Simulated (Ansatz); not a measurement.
# CH5GeNO2: the cost of one run

All numbers below are computed with Ansatz 0.2.0 (RKS B3LYP/def2-SVP).

### Step 1. The starting structure

Bond lengths: N1–Ge2 1.824 Å, Ge2–O3 1.764 Å, Ge2–C4 1.962 Å, Ge2–O5 1.832 Å, C4–O5 1.374 Å, N1–H6 1.118 Å, N1–H7 1.013 Å, O3–H8 0.969 Å, C4–H9 1.141 Å, C4–H10 1.039 Å. Angles (14 of 17 angles, heavy atoms first): N1–Ge2–O3 113.0°, N1–Ge2–C4 124.4°, N1–Ge2–O5 108.0°, O3–Ge2–C4 120.2°, O3–Ge2–O5 107.2°, C4–Ge2–O5 42.3°, Ge2–C4–O5 63.8°, Ge2–O5–C4 73.9°, Ge2–N1–H6 105.8°, Ge2–N1–H7 109.0°, Ge2–O3–H8 107.3°, Ge2–C4–H9 112.5°, Ge2–C4–H10 117.9°, O5–C4–H9 106.0°.

Structure file:

```xyz
10

N    -1.5653   -0.8123   -0.2497
Ge    0.1690   -0.3084    0.0028
O     1.1889   -1.6217    0.5917
C     0.7722    1.5524    0.1523
O     0.1955    1.0092    1.2755
H    -2.0506    0.0335   -0.7956
H    -1.5908   -1.5963   -0.8899
H     1.1609   -2.3278   -0.0718
H     0.0116    2.2932   -0.2649
H     1.7918    1.7270    0.2528
```

### Step 2. Relaxing end A

File input.yaml:

```yaml
crystal:
  periodic: [false, false, false]
  atoms:
    - { symbol: "N", position_ang: [-1.5653, -0.8123, -0.2497] }
    - { symbol: Ge, position_ang: [0.169, -0.3084, 0.0028] }
    - { symbol: O, position_ang: [1.1889, -1.6217, 0.5917] }
    - { symbol: C, position_ang: [0.7722, 1.5524, 0.1523] }
    - { symbol: O, position_ang: [0.1955, 1.0092, 1.2755] }
    - { symbol: H, position_ang: [-2.0506, 0.0335, -0.7956] }
    - { symbol: H, position_ang: [-1.5908, -1.5963, -0.8899] }
    - { symbol: H, position_ang: [1.1609, -2.3278, -0.0718] }
    - { symbol: H, position_ang: [0.0116, 2.2932, -0.2649] }
    - { symbol: H, position_ang: [1.7918, 1.727, 0.2528] }
basis:
  gaussian: { orbitals: def2-SVP }
hamiltonian:
  xc: b3lyp
relax:
  f_tol: 0.02
  max_steps: 50
```

On the command line:

```bash
$ ansatz run input.yaml --threads 2 --pin off --max-ram 3072MiB --backend cpu --events-out ev --progress --plain --runs-dir out
```

**Question.** How long does this run take on 2 threads of Intel Xeon Platinum 8488C (Sapphire Rapids), shared host, and how much memory does it need?

About 86 s, with a peak of 0.29 GiB.
